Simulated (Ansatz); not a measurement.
# Ti7Ni: the cost of one run

Program: Ansatz 0.2.0. Level of theory: DFT PBEsol, scalar-relativistic, plane waves, PAW. These are calculated values, not measurements.

1 further run of the same task is left out (it didn't finish). Runs told in other sessions of the task aren't counted.

**1. Starting point**

The cell holds 16 atoms (Ni2Ti14): a = 6.426 Å, b = 6.426 Å, c = 6.426 Å, α = 90.00°, β = 90.00°, γ = 90.00°.

The sites of an ideal bcc lattice, at a guessed lattice constant, take 14 Ti, 2 Ni (sublattices apart by semicolons), with a shake of 0.02 Å. Warren-Cowley parameters of the first shell (negative: unlike neighbours preferred): Ni-Ti +0.00. In a cell this small the draw can fall short of the order aimed at.

As a file:

```
Ti Ni
1.0
     6.42639    0.00000    0.00000
     0.00000    6.42639    0.00000
     0.00000    0.00000    6.42639
Ti Ni
14 2
Direct
  0.99122 0.99815 0.00080
  0.50544 0.99927 0.00275
  0.99783 0.49486 0.00413
  0.00126 0.99547 0.50101
  0.24686 0.25130 0.24775
  0.49823 0.00275 0.50011
  0.75354 0.25469 0.25260
  0.99925 0.49607 0.50373
  0.25402 0.75230 0.24956
  0.25029 0.24920 0.74991
  0.49723 0.50106 0.49634
  0.74713 0.75657 0.25201
  0.75118 0.24744 0.75145
  0.75142 0.75603 0.74696
  0.49488 0.50039 0.99936
  0.25106 0.74485 0.75111
```

**2. Relaxing on a coarse mesh**

Cell and atoms move without symmetry, on a coarse mesh with loose thresholds.

input.yaml

```yaml
crystal:
  lattice:
    - [6.42638844, 0.0, 0.0]
    - [0.0, 6.42638844, 0.0]
    - [0.0, 0.0, 6.42638844]
  atoms:
    - { symbol: Ti, position: [0.991218751, 0.9981456859, 0.000804188] }
    - { symbol: Ti, position: [0.5054412322, 0.9992714067, 0.0027537295] }
    - { symbol: Ti, position: [0.9978302959, 0.4948598529, 0.0041309648] }
    - { symbol: Ti, position: [0.001259273, 0.995471193, 0.5010064039] }
    - { symbol: Ti, position: [0.2468561087, 0.2513036684, 0.2477481892] }
    - { symbol: Ti, position: [0.4982333259, 0.0027543322, 0.5001076961] }
    - { symbol: Ti, position: [0.7535415802, 0.2546945915, 0.252595855] }
    - { symbol: Ti, position: [0.9992518037, 0.4960723535, 0.503730961] }
    - { symbol: Ti, position: [0.254018706, 0.7522969901, 0.249561154] }
    - { symbol: Ti, position: [0.2502883673, 0.2492017367, 0.7499114884] }
    - { symbol: Ti, position: [0.4972277098, 0.5010606695, 0.4963409074] }
    - { symbol: Ti, position: [0.7471349421, 0.7565742239, 0.2520112389] }
    - { symbol: Ti, position: [0.7511779208, 0.2474374312, 0.7514526926] }
    - { symbol: Ti, position: [0.7514244122, 0.756025737, 0.7469564642] }
    - { symbol: Ni, position: [0.4948825264, 0.5003935137, 0.9993609428], spin: 2.0 }
    - { symbol: Ni, position: [0.2510621603, 0.7448460118, 0.7511112947], spin: 2.0 }
  symmetry: { detect: false }
basis:
  ecutwfc: 420
kpoints:
  mp_grid: { grid: [2, 2, 2], shift: [0.5, 0.5, 0.5] }
hamiltonian:
  xc: pbesol
scf:
  occupations: { method: gaussian, width: 0.1 }
  lower_state_search: "off"
output:
  forces: true
  stress: true
  eigenvalues: true
  populations: true
magnetization:
  spin_polarized: true
relax:
  adjacent_minimum: "off"
  f_tol: 0.04
  max_steps: 50
  cell: { stress_tol: 0.3 }
```

On the command line:

```
$ ansatz run input.yaml --threads 4 --pin off --max-ram 9216MiB --backend cpu --events-out ev --progress --plain --runs-dir out
```

**Question.** How long does this run take on 4 threads of Intel Xeon Platinum 8375C at 2.90GHz (Ice Lake), shared host, and how much memory does it need?

About 6.7 min, with a peak of 1.1 GiB.
